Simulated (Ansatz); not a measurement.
# Triethylgallium (TEGa) (C₆H₁₅Ga): up Jacob's ladder to CCSD(T)

How much do the methods differ for triethylgallium (TEGa) (C₆H₁₅Ga)? The plan is to run it at one geometry with functionals of several rungs and with coupled cluster. The yardstick is the atomisation energy at the CCSD(T) limit.

Computed with Ansatz 0.2.0, Gaussian basis. Level: functionals in def2-TZVPP, the program's frozen cores in correlated methods.

Levels to be run: LDA (SPW92), PBE-D4, revPBE-D4, BLYP-D4, r2SCAN-D4, B97M-V, PBE0-D4, B3LYP-D4, r2SCANh-D4, r2SCAN0-D4, HSE06-D4, BHLYP-D4, CAM-B3LYP-D4, LC-ωPBE, ωB97X-V, ωB97M-V, B2PLYP, PBE-QIDH; CCSD(T)/def2-SVP; CCSD(T)/def2-TZVPP; MP2/def2-QZVPP; extrapolation to the limit; RPA on PBE.

### 1 The geometry

An earlier PBE0-D4 in a triple-zeta def2 set relaxation fixed the geometry.

SMILES `C[CH2][Ga]([CH2]C)[CH2]C`, 22 atoms, charge 0, spin multiplicity 1.

Atoms are counted from 1 here; the program's logs count them from 0.

Bond lengths: C1–C2 1.524 Å, C1–H8 1.094 Å, C1–H9 1.095 Å, C1–H10 1.094 Å, C2–Ga3 1.985 Å, C2–H11 1.097 Å, C2–H12 1.097 Å, Ga3–C4 1.985 Å, Ga3–C6 1.985 Å, C4–C5 1.524 Å, C4–H13 1.097 Å, C4–H14 1.097 Å, C5–H15 1.095 Å, C5–H16 1.094 Å, C5–H17 1.094 Å, C6–C7 1.524 Å, C6–H18 1.097 Å, C6–H19 1.097 Å and more. Angles: C2–C1–H8 111.7°, C2–C1–H9 112.3°, C2–C1–H10 111.7°, H8–C1–H9 107.1°, H8–C1–H10 106.7°, H9–C1–H10 107.1°, C1–C2–Ga3 115.8°, C1–C2–H11 110.6°, C1–C2–H12 110.6°, Ga3–C2–H11 107.4°, Ga3–C2–H12 107.4°, H11–C2–H12 104.5°, C2–Ga3–C4 120.0°, C2–Ga3–C6 120.0°, C4–Ga3–C6 120.0°, Ga3–C4–C5 115.8°, Ga3–C4–H13 107.4°, Ga3–C4–H14 107.3° and more.

### 2 LDA

This LDA is Slater exchange with PW92 correlation.

in.yaml reads:

```yaml
crystal:
  periodic: [false, false, false]
  atoms:
    - {symbol: C, position_ang: [0.054503, 2.872452, 0.800441]}
    - {symbol: C, position_ang: [0.816038, 1.806270, 0.021076]}
    - {symbol: Ga, position_ang: [-0.002786, -0.002417, 0.004721]}
    - {symbol: C, position_ang: [0.881061, -1.483472, -0.978866]}
    - {symbol: C, position_ang: [2.178083, -1.123702, -1.694653]}
    - {symbol: C, position_ang: [-1.704858, -0.330277, 0.972997]}
    - {symbol: C, position_ang: [-2.253949, -1.749876, 0.887931]}
    - {symbol: H, position_ang: [-0.058048, 2.599894, 1.853465]}
    - {symbol: H, position_ang: [0.555952, 3.845395, 0.771347]}
    - {symbol: H, position_ang: [-0.954431, 3.018657, 0.404844]}
    - {symbol: H, position_ang: [1.836500, 1.700031, 0.409816]}
    - {symbol: H, position_ang: [0.950539, 2.114447, -1.023246]}
    - {symbol: H, position_ang: [0.148799, -1.888777, -1.688208]}
    - {symbol: H, position_ang: [1.049295, -2.297292, -0.262508]}
    - {symbol: H, position_ang: [2.615563, -1.980921, -2.216865]}
    - {symbol: H, position_ang: [2.023995, -0.337878, -2.439341]}
    - {symbol: H, position_ang: [2.934163, -0.751415, -0.997832]}
    - {symbol: H, position_ang: [-2.440605, 0.391042, 0.596166]}
    - {symbol: H, position_ang: [-1.546828, -0.040364, 2.019310]}
    - {symbol: H, position_ang: [-3.191552, -1.866152, 1.441374]}
    - {symbol: H, position_ang: [-2.452186, -2.045067, -0.146179]}
    - {symbol: H, position_ang: [-1.548551, -2.480777, 1.292910]}
basis:
  gaussian: {orbitals: def2-TZVPP}
hamiltonian: {xc: lda}
output: {orbitals: {seedname: orbitals}}
```

Command:

```sh
ansatz run in.yaml --threads 4 --pin off --events-out ev --progress --plain --max-ram 63488MiB --backend cuda --devices 0, --max-vram 37GiB
```

Further steps of the session: PBE-D4 (GGA); revPBE-D4 (GGA); BLYP-D4 (GGA); r2SCAN-D4 (meta-GGA); B97M-V (meta-GGA); PBE0-D4 (hybrid); B3LYP-D4 (hybrid); r2SCANh-D4 (hybrid); r2SCAN0-D4 (hybrid); HSE06-D4 (hybrid); BHLYP-D4 (hybrid); CAM-B3LYP-D4 (range-separated); LC-ωPBE (range-separated); ωB97X-V (range-separated); ωB97M-V (range-separated); B2PLYP (double hybrid); PBE-QIDH (double hybrid); CCSD(T) in def2-SVP; CCSD(T) in def2-TZVPP; MP2 in def2-QZVPP; RPA on PBE orbitals.

**Question.** What will the summary of the whole plan be? Wanted: atomisation energy, CCSD(T)/CBS; farthest beyond LDA; mean size of error, GGA; mean size of error, meta-GGA; mean size of error, hybrid; mean size of error, range-separated; mean size of error, double hybrid; gap, smallest and largest; T1 diagnostic.

As calculated:

| quantity | value |
| --- | --- |
| atomisation energy, CCSD(T)/CBS | 8296.2 kJ/mol |
| functionals within 83.0 kJ/mol (1.0 %) | revPBE-D4, r2SCAN-D4, B97M-V, PBE0-D4, B3LYP-D4, r2SCANh-D4, r2SCAN0-D4, HSE06-D4, CAM-B3LYP-D4, LC-ωPBE, ωB97X-V, ωB97M-V, PBE-QIDH |
| farthest beyond LDA | BHLYP-D4 (-174.2 kJ/mol) |
| mean size of error, GGA | 82.9 kJ/mol |
| mean size of error, meta-GGA | 8.8 kJ/mol |
| mean size of error, hybrid | 54.7 kJ/mol |
| mean size of error, range-separated | 10.5 kJ/mol |
| mean size of error, double hybrid | 55.6 kJ/mol |
| gap, smallest and largest | 4.15 eV (LDA (SPW92)), 11.06 eV (LC-ωPBE) |
| T1 diagnostic | 0.0103 |
| triples share of the correlation energy | 3.8 % |

**Reading.** LDA overbinds by 1038.0 kJ/mol (13 %). PBE-D4 misses by +99.6 kJ/mol. Double hybrids carry the basis error of their MP2 part in triple zeta, and no dispersion term here, so their miss is partly the set-up's. The rungs meta-GGA, range-separated, hybrid, double hybrid, GGA miss on average by less than the doubt on the reference (83.0 kJ/mol), so they tie. Misses under about 83.0 kJ/mol are within the doubt on the reference itself, which lacks core-valence correlation, relativity and higher excitations, and its outer-core shells are covered unevenly. Hartree-Fock recovers 76 % of the binding; the rest is correlation. CCSD(T) in def2-SVP is off by -330.1 kJ/mol, which most functionals beat. The gap grows from 4.2 to 11.1 eV across the functionals, mostly with the share of exact exchange. Correlated methods include outer-core shells of Ga, which these sets cover unevenly.
